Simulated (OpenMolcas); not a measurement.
# Re⁴⁺ among point charges: CASSCF and CASPT2 levels and susceptibility

How does a field of 5 point charges split the states of Re⁴⁺, and what χT follows?

Method: state-averaged CASSCF and CASPT2, spin-orbit coupling by RASSI with atomic mean-field integrals. Code: OpenMolcas 26.06.

## Step 1: Starting point

```
Species                           : Re⁴⁺ (rhenium, Z = 75, 71 electrons)
Basis                             : ANO-RCC-VDZP [7s6p4d2f1g], 68 functions
Scalar Hamiltonian                : DKH2, point nucleus
Inactive shells                   : 1s 2s 2p 3s 3p 3d 4s 4p 4d 4f 5s 5p
Active space                      : 3 electrons in 5 orbitals (5d)
Some configurations of this space : 5d³
Orbitals                          : optimised for each spin and parity, averaged over all roots
```

The outer shells:

5d3
```
5d [↑ ][↑ ][↑ ][  ][  ]
```

The ion sits among 5 point charges of -2 e arranged as a square pyramid (C4v), 2.1 Å from the ion.

The work runs as a chain of OpenMolcas steps in one folder; each step below is one input file. Labels, J, g values, rates, χT and fits are worked out afterwards by a script from the matrices that RASSI stores.

## Step 2: One- and two-electron integrals

Input file a.inp:

```
&GATEWAY
Coord
1

Re 0.0 0.0 0.0
Basis=ANO-RCC-VDZP
Group=NoSym
NoMove
AngMom=0.0 0.0 0.0
AMFI
XField
5 Angstrom 0
2.100000 0.000000 0.000000 -2.000000
0.000000 2.100000 0.000000 -2.000000
-2.100000 0.000000 0.000000 -2.000000
0.000000 -2.100000 0.000000 -2.000000
0.000000 0.000000 2.100000 -2.000000
&SEWARD
```

The run is started by

```
> OMP_NUM_THREADS=1 MOLCAS_MEM=1689 MOLCAS_PROJECT=a pymolcas a.inp > a.log
```

## Step 3: Reference wave functions, quartets, 10 roots

Input file a.inp:

```
&RASSCF
FileOrb=start.orb
Symmetry=1
Spin=4
nActEl=3 0 0
Inactive=34
Ras2=5
CIRoot=10 10 1
SDav=10
CIMx=300
Iter=120 100
PrWF=0.3
OrbListing=Nothing
MaxOrb=0
>>> COPY $Project.JobIph JOB001
```

start.orb holds the contracted functions of the basis, ordered by shell, or the orbitals of the step before.

## Step 4: Reference wave functions, doublets, 40 roots

Input file a.inp:

```
&RASSCF
FileOrb=start.orb
Symmetry=1
Spin=2
nActEl=3 0 0
Inactive=34
Ras2=5
CIRoot=40 40 1
SDav=40
CIMx=300
Iter=120 100
PrWF=0.3
OrbListing=Nothing
MaxOrb=0
>>> COPY $Project.JobIph JOB002
```

## Step 5: RASSI: spin-orbit coupling between the states

Input file a.inp:

```
&RASSI
NrOfJobIphs=2 10 40
1 2 3 4 5 6 7 8 9 10
1 2 3 4 5 6 7 8 9 10 11 12 13 14 15 16 17 18 19 20 21 22 23 24 25 26 27
28 29 30 31 32 33 34 35 36 37 38 39 40
IphNames
JOB001
JOB002
EJob
SpinOrbit
DIPRint=1.0
SOCoupling=1000.0
Subsets=2
Property=9
'ANGMOM' 1 'ANGMOM' 2 'ANGMOM' 3 'MLTPL  1' 1 'MLTPL  1' 2 'MLTPL  1' 3
'AMFI' 1 'AMFI' 2 'AMFI' 3
SOProperty=3
'ANGMOM' 1 'ANGMOM' 2 'ANGMOM' 3
```

## Step 6: CASPT2: IPEA 0.25, imaginary shift 0.1 (closed shells correlated: 4f 5s 5p)

Input file a.inp:

```
>>> COPY JOB001 $Project.JobIph
&CASPT2
Multistate=10 1 2 3 4 5 6 7 8 9 10
NoMult
Frozen=23
IPEA=0.25
Imaginary=0.1
MaxIter=60
WThr=0.0 0.3 0.05
PrWF=0.5
NoMix
>>> COPY JOB002 $Project.JobIph
&CASPT2
Multistate=40 1 2 3 4 5 6 7 8 9 10 11 12 13 14 15 16 17 18 19 20 21 22
23 24 25 26 27 28 29 30 31 32 33 34 35 36 37 38 39 40
NoMult
Frozen=23
IPEA=0.25
Imaginary=0.1
MaxIter=60
WThr=0.0 0.3 0.05
PrWF=0.5
NoMix
```

(Steps that only read results are left out.)

**Question.** What will these runs give? Wanted: spin-free ground state; first state of the same spin within the active space; lowest level; next level.

The runs gave:

```
                                            quantity                                                                           value
                                              method  SS-CASPT2, IPEA 0.25, imaginary shift 0.1 (closed shells correlated: 4f 5s 5p)
                              spin-free ground state                                             quartet, 1-fold in its orbital part
first state of the same spin within the active space                                                            quartet at 2410 cm⁻¹
                                        lowest level                                                    2-fold, g = 0.70, 0.70, 1.21
                                          next level                                                                     2321.2 cm⁻¹
                                         χT at 300 K                                                                  0.12 cm³ K/mol
                           effective moment at 300 K                                                                         0.99 μB
```

Cost by method:

| method | time of its own steps | time with the reference |
| --- | --- | --- |
| A. CASSCF | 20 s | 20 s |
| B. SS-CASPT2, IPEA 0.25, imaginary shift 0.1, +4f 5s 5p | 28 s | 47 s |

Times are of one thread on a shared host.

In words: The spin-free ground state (quartet) comes to 56 % from free-ion P terms and keeps the highest spin of the shell. χT at 300 K is 0.12, against 1.88 cm³ K/mol for the spin alone, so spin-orbit coupling lowers it. The field of point charges can differ much from that of real complexes. Point charges carry no covalency, so the field is a model and not that of real ligands.
